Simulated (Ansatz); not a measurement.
# CdPd: the cost of one run

Computed with Ansatz 0.2.0 (DFT LDA, scalar-relativistic, plane waves, PAW, unless a step's input says otherwise).

3 further runs of the same task are left out: 3 set aside as unsound or not needed.

**1. Starting point**

It takes space group P4/mmm (No. 123, tetragonal). Conventional cell: a = 2.969 Å, b = 2.969 Å, c = 3.614 Å, α = 90.00°, β = 90.00°, γ = 90.00°. Cd (site symmetry 4/mmm) has 8 Pd at 2.77 Å and 4 Cd at 2.97 Å in its first shell of neighbours. Pd (site symmetry 4/mmm) is surrounded by 8 Cd at 2.77 Å and 4 Pd at 2.97 Å.

Structure file:

```xyz
2
Lattice="2.9689 0.0000 0.0000 0.0000 2.9689 0.0000 0.0000 0.0000 3.6136" Properties=species:S:1:pos:R:3 pbc="T T T"
Cd    0.0000    0.0000    0.0000
Pd    1.4844    1.4844    1.8068
```

This cell was relaxed beforehand with the same method: volume 15.93 Å³/atom, gap on the mesh none (metal).

**2. Electric field gradients at the nuclei**

Input file input.yaml:

```yaml
crystal:
  lattice:
    - [2.9688783375, 0.0, 0.0]
    - [0.0, 2.9688783375, 0.0]
    - [0.0, 0.0, 3.6136401709]
  atoms:
    - { symbol: Cd, position: [0.0, 0.0, 0.0] }
    - { symbol: Pd, position: [0.5, 0.5, 0.5] }
basis:
  ecutwfc: 420
kpoints:
  mp_grid: { grid: [14, 14, 12] }
hamiltonian:
  xc: lda
scf:
  occupations: { method: fermi_dirac, width: 0.15 }
output:
  forces: true
  stress: true
  eigenvalues: true
  efg: {}
checkpoint:
  read: start.run
  write: ck
  compress: false
  write_wavefunctions: false
  write_every: 100000
```

On the command line:

```sh
$ ansatz run input.yaml --threads 1 --pin off --max-ram 3072MiB --backend cpu --events-out ev --progress --plain --runs-dir out
```

**Question.** How long does this run take on 1 thread of Arm Neoverse V1, shared host, and how much memory does it need?

About 6.5 s, with a peak of 0.45 GiB.
